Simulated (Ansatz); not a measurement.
A run of Ansatz 0.2.0 is set up as follows.

input.yaml

```yaml
crystal:
  lattice:
    - [5.60663, -0.09346, -0.01409]
    - [1.61393, 5.33512, 0.00251]
    - [1.36916, 1.91529, 8.31543]
  atoms:
    - { symbol: Hf, position: [0.23317, 0.65161, 0.02284] }
    - { symbol: Hf, position: [0.76683, 0.34839, 0.97716] }
    - { symbol: Pd, position: [0.0, 0.5, 0.5] }
    - { symbol: Pd, position: [0.0, 0.0, 0.5] }
    - { symbol: Se, position: [0.02419, 0.33917, 0.25331] }
    - { symbol: Se, position: [0.97581, 0.66083, 0.74669] }
    - { symbol: Br, position: [0.5, 0.5, 0.5] }
    - { symbol: Br, position: [0.5, 0.0, 0.5] }
    - { symbol: O, position: [0.44792, 0.35724, 0.92101] }
    - { symbol: O, position: [0.55208, 0.64276, 0.07899] }
    - { symbol: O, position: [0.0, 0.0, 0.0] }
hamiltonian:
  xc: pbe
  pseudopotentials: { kind: paw }
kpoints:
  mp_grid: { grid: [4, 4, 3] }
scf:
  occupations: { method: fermi_dirac, width: 0.05 }
output:
  forces: true
  stress: true
  eigenvalues: true
relax:
  f_tol: 0.01
  max_steps: 40
  cell: { stress_tol: 0.05, p_target: 5.0 }
```

Potentials or basis: Ansatz PAW.

Launch:

```sh
$ ansatz run input.yaml --threads 8 --pin off --max-ram 20480MiB --backend cpu --events-out ev --progress --plain --runs-dir out
```

Q: Estimate the relaxed cell.

A: a = 5.193 Å, b = 5.781 Å, c = 8.032 Å, α = 78.33°, β = 79.96°, γ = 73.81°.

Q: What does it give for the band gap on the k mesh?

A: None (metal or under the smearing width).

Q: What does it give for the relaxed volume?

A: 20.46 Å³/atom.

The path:
| step | energy change (eV) | largest force (eV/Å) | volume (Å³) |
| --- | --- | --- | --- |
| 1 | 0.0000 | 0.0466 | 250.02 |
| 2 | 0.5219 | 0.7565 | 225.86 |
| 3 | 0.2227 | 0.1411 | 231.93 |
| 4 | 0.2437 | 0.0866 | 230.63 |
| 5 | 0.2899 | 0.1762 | 228.48 |
| 6 | 0.2950 | 0.1336 | 227.66 |
| 7 | 0.3769 | 0.5198 | 224.55 |
| 8 | 0.3544 | 0.2174 | 225.01 |
| 9 | 0.3479 | 0.0954 | 225.18 |
| 10 | 0.3442 | 0.0750 | 225.22 |
| 11 | 0.3478 | 0.0649 | 225.08 |
| 12 | 0.3367 | 0.0383 | 225.39 |
| 13 | 0.3377 | 0.0225 | 225.34 |
| 14 | 0.3328 | 0.0140 | 225.49 |
| 15 | 0.3264 | 0.0111 | 225.70 |
| 16 | 0.3239 | 0.0151 | 225.78 |
| 17 | 0.3239 | 0.0013 | 225.78 |
| 18 | 0.3322 | 0.0042 | 225.78 |
| 19 | 0.3488 | 0.0180 | 225.21 |
| 20 | 0.3543 | 0.0093 | 225.02 |
| 21 | 0.3536 | 0.0122 | 225.04 |
| 22 | 0.3541 | 0.0029 | 225.02 |
| 23 | 0.3551 | 0.0032 | 225.02 |

Caveat: the plane-wave basis is chosen anew once the cell has moved, so the energies of steps on either side of that aren't comparable. The run has no spin-orbit coupling, so splittings on Hf are missing.
